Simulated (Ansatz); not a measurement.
# What each level of theory costs: C8H20O4Si, SMILES CCO[Si](OCC)(OCC)OCC, on Neoverse N1 cores, threads left to the program

The runs below are of Ansatz 0.2.0 on an Arm Neoverse N1 node (56 of its 64 cores, memory capped at 64 GiB), one at a time and with no other job on the machine; times are wall-clock times from launch to exit. Times and memory are rounded to two significant figures, and ratios are formed from the unrounded values. A row is a single run, so small differences between rows aren't established. Precision is the program's default, which can work at lower precision in parts of a run. Ansatz fits or factors the two-electron integrals of a Gaussian basis by default. It has two schemes, and a run can build a set of factors by either or by both: the log gives each set's size, with a bound on the integrals' error for one scheme and none for the other.

The first rung is HF.

Commands are shown without the flags for output files and display.

```
atoms                                                                   : 33
electrons                                                               : 114
basis                                                                   : cc-pvdz
basis functions                                                         : 286
integral factors (in one run; the count can differ a little by machine) : 4118 (no error bound)
```

Input:

```yaml
crystal:
  periodic: [false, false, false]
  atoms:
    - { symbol: C, position_ang: [0.2400, -2.0100, 3.3900] }
    - { symbol: C, position_ang: [0.3100, -0.7800, 2.5100] }
    - { symbol: O, position_ang: [-0.0400, -1.1600, 1.1900] }
    # ... 29 more atoms, left out here ...
    - { symbol: H, position_ang: [3.8100, 1.1300, -1.4800] }
basis:
  gaussian: { orbitals: cc-pvdz }
hamiltonian: { xc: hf }
```

Command for every rung:

```bash
taskset -c 8-63 ansatz run input.yaml --backend cpu --max-ram 64GiB
```

Lines that stand in the other rungs' inputs in place of, or beside, those above:

```yaml
# PBE
hamiltonian: { xc: pbe }
# r2SCAN
hamiltonian: { xc: r2scan }
# PBE0
hamiltonian: { xc: pbe0 }
# wB97M-V
hamiltonian: { xc: { name: wB97M-V } }
# MP2
correlation: { method: mp2 }
# (no hamiltonian line)
# RPA on PBE0
hamiltonian: { xc: pbe0 }
correlation: { method: rpa }
```

| level | wall time | stage clocks | of them the mean-field stage | outside them | integral factors | SCF iterations | threads | host memory (GiB) |
| --- | --- | --- | --- | --- | --- | --- | --- | --- |
| HF | 1.6 s | 1.5 s |  | 0.081 s | 4118 (no error bound) | 12 | 56 | 1.6 |
| PBE | 1.7 s | 1.6 s |  | 0.12 s | 3378 (no error bound) | 20 | 56 | 0.87 |
| PBE0 | 2.4 s | 2.2 s |  | 0.13 s | 3511 (no error bound) | 17 | 56 | 1.6 |
| r2SCAN | 3.0 s | 2.8 s |  | 0.14 s | 3378 (no error bound) | 20 | 56 | 1.0 |
| RPA on PBE0 | 4.6 s | 4.5 s | 3.2 s | 0.16 s | 2597 (error up to 1.2e-3 eV) | 20 | 56 | 1.4 |
| wB97M-V | 6.8 s | 6.6 s |  | 0.20 s | 3394 (no error bound) and 871 (error up to 4.6e-6 eV) | 18 | 56 | 2.2 |

The stage clocks are the program's own, summed: the mean-field stage and the correlated steps. The mean-field stage is one clock over all work up to the reference state: integrals, SCF, tests for a lower state where a run makes them. The correlated steps include the solver's set-up. Outside lie the rest of start-up and exit.

SCF iterations count the mean-field evaluations that the program logged over all starts and steps, those after a first convergence included. Functionals ending in -V hold the non-local VV10 term, a sum over pairs of grid points whose cost follows the grid and not the basis. Correlated methods freeze the cores.

The correlated rungs have a mean-field stage of their own, with their own integral factors and tests, which can cost more than the first rung's, so the added time isn't the cost of correlation alone.

The first rung takes only 1.6 s, 1.5 s of it on the stage clocks, in a single run. That is too short to divide by, since fixed costs and noise weigh heavily on it, so no ratios to it are given. The cost of one level against another in a larger system can differ much from what these times suggest.

Question: How long does MP2 take on Neoverse N1 cores, threads left to the program?

Answer: 2.6 s, against 1.6 s for the first rung, in 14 SCF iterations against 12; peak host memory 1.1 GiB. The mean-field stage takes 2.2 s, the correlated steps 0.32 s. Its integral factors: 2597 (error up to 1.2e-3 eV); in the first rung: 4118 (no error bound).
